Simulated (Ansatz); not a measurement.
Runs of Ansatz 0.2.0 on MgB. It takes space group Pm-3m (No. 221, cubic). The conventional cell has a = 2.895 Å, b = 2.895 Å, c = 2.895 Å, α = 90.00°, β = 90.00°, γ = 90.00°. Around Mg (site symmetry m-3m) lie 8 B at 2.51 Å. B (site symmetry m-3m) has 8 Mg at 2.51 Å as nearest neighbours. The cell was built by a generator and needn't be a form met in nature.

```tsv
task	level	potentials or basis	cell	cutoff (eV)	target pressure (GPa)	gap on the mesh (eV)	pressure (GPa)	V0 of scaled cells (Å³/atom)	B0 (GPa)
equation of state	PBE	Ansatz PAW earlier set	as given	760	-	-	-	12.15	83
relaxation of cell and atoms	r2SCAN	Ansatz PAW	relaxed to 5 GPa	500	5	none	5.0	-	-
relaxation of cell and atoms	r2SCAN	Ansatz PAW	relaxed to 2 GPa	500	2	none	2.0	-	-
equation of state	PBE	JTH PAW	as given	900	-	-	-	12.17	(a)
equation of state	PBE	PseudoDojo stringent	as given	1143	-	-	-	12.18	83
equation of state	PBE	Ansatz PAW	as given	420	-	-	-	12.16	83
equation of state	PBE	SPMS NC	as given	789	-	-	-	12.18	83
relaxation of cell and atoms	r2SCAN	Ansatz PAW	relaxed to 20 GPa	500	20	none	20.0	-	-
relaxation of cell and atoms	r2SCAN	Ansatz PAW	relaxed to 10 GPa	500	10	none	10.0	-	-
relaxation of cell and atoms	r2SCAN	Ansatz PAW	relaxed to 30 GPa	500	30	none	30.0	-	-
equation of state	PBE	Ansatz NC	as given	1143	-	-	-	12.16	83
relaxation of cell and atoms	r2SCAN	Ansatz PAW	relaxed	500	0	none	0.0	-	-
```

Alike in all rows: no spin polarisation; k mesh 9 × 9 × 9; smearing fermi-dirac 0.05 eV.

Question: Estimate the missing entries.

Answer: (a) 82.

Caveats: the plane-wave basis is chosen anew once the cell has moved, so the energies of steps on either side of that aren't comparable (some runs); the PAW data sets come from PBE, with cores solved anew for the run's functional, which leaves a small shift of forces and pressure (some runs); the volume moved by over 15 % at a fixed basis, so the end points are rough (some runs).

A gap of «none» marks a metal or a gap under the smearing width.
